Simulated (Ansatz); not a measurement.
# SrCdSiS4: the cost of one run

Program: Ansatz 0.2.0. Level of theory: DFT PBEsol, scalar-relativistic, plane waves, PAW. These are calculated values, not measurements.

1 further run of the same task is left out (set aside as unsound or not needed).

### 1 The structure to begin with

Symmetry: Ama2, No. 40, orthorhombic system. Conventional cell: a = 10.471 Å, b = 10.290 Å, c = 6.425 Å, α = 90.00°, β = 90.00°, γ = 90.00°. Around Sr (site symmetry 2) lie 8 S at 3.06 to 3.20 Å. Cd (site symmetry m) has 4 S at 2.48 to 2.64 Å as nearest neighbours. Si (site symmetry m) has 4 S at 2.13 to 2.17 Å as nearest neighbours. S (site symmetry 1) is surrounded by 1 Si at 2.15 Å and 1 Cd at 2.62 Å. S (site symmetry m) has 1 Si at 2.17 Å and 1 Cd at 2.48 Å and 2 Sr at 3.06 Å as nearest neighbours. S (site symmetry m) is surrounded by 1 Si at 2.13 Å and 1 Cd at 2.64 Å.

As a file:

```
Sr Cd Si S
1.0
    10.47123    0.00000    0.00000
     0.00000    5.14478    3.21241
     0.00000   -5.14478    3.21241
Sr Cd Si S
2 2 2 8
Direct
  0.00000 0.99835 0.99835
  0.50000 0.99835 0.99835
  0.75000 0.27683 0.60327
  0.25000 0.60327 0.27683
  0.75000 0.70845 0.27048
  0.25000 0.27048 0.70845
  0.41493 0.46192 0.91677
  0.58507 0.91677 0.46192
  0.08507 0.46192 0.91677
  0.91493 0.91677 0.46192
  0.75000 0.71197 0.91471
  0.25000 0.91471 0.71197
  0.75000 0.33057 0.19403
  0.25000 0.19403 0.33057
```

This cell was relaxed beforehand with the same method: volume 24.72 Å³/atom, gap on the mesh 2.70 eV.

### 2 The cell under PBEsol

File input.yaml:

```yaml
crystal:
  lattice:
    - [10.4712346607, 0.0, 0.0]
    - [0.0, 5.1447776268, 3.2124113946]
    - [0.0, -5.1447776268, 3.2124113946]
  atoms:
    - { symbol: Sr, position: [0.0, -0.0016514624, -0.0016514624] }
    - { symbol: Sr, position: [0.5, -0.0016514624, -0.0016514624] }
    - { symbol: Cd, position: [0.75, 0.2768296755, 0.6032708337] }
    - { symbol: Cd, position: [0.25, 0.6032708337, 0.2768296755] }
    - { symbol: Si, position: [0.75, 0.7084507872, 0.2704848776] }
    - { symbol: Si, position: [0.25, 0.2704848776, 0.7084507872] }
    - { symbol: S, position: [0.4149286486, 0.4619182001, 0.9167731629] }
    - { symbol: S, position: [0.5850713514, 0.9167731629, 0.4619182001] }
    - { symbol: S, position: [0.0850713514, 0.4619182001, 0.9167731629] }
    - { symbol: S, position: [0.9149286486, 0.9167731629, 0.4619182001] }
    - { symbol: S, position: [0.75, 0.711973626, 0.9147096271] }
    - { symbol: S, position: [0.25, 0.9147096271, 0.711973626] }
    - { symbol: S, position: [0.75, 0.3305680735, 0.1940326984] }
    - { symbol: S, position: [0.25, 0.1940326984, 0.3305680735] }
basis:
  ecutwfc: 420
kpoints:
  mp_grid: { grid: [4, 4, 4] }
hamiltonian:
  xc: pbesol
scf:
  occupations: { method: gaussian, width: 0.02 }
output:
  forces: true
  stress: true
  eigenvalues: true
relax:
  adjacent_minimum: "off"
  f_tol: 0.005
  max_steps: 50
  cell: { stress_tol: 0.05 }
```

Run with:

```sh
$ ansatz run input.yaml --threads 8 --pin off --max-ram 22528MiB --backend cpu --events-out ev --progress --plain --runs-dir out
```

**Question.** How long does this run take on 8 threads of Intel Xeon Platinum 8488C (Sapphire Rapids), shared host, and how much memory does it need?

About 51 s, with a peak of 1.5 GiB.
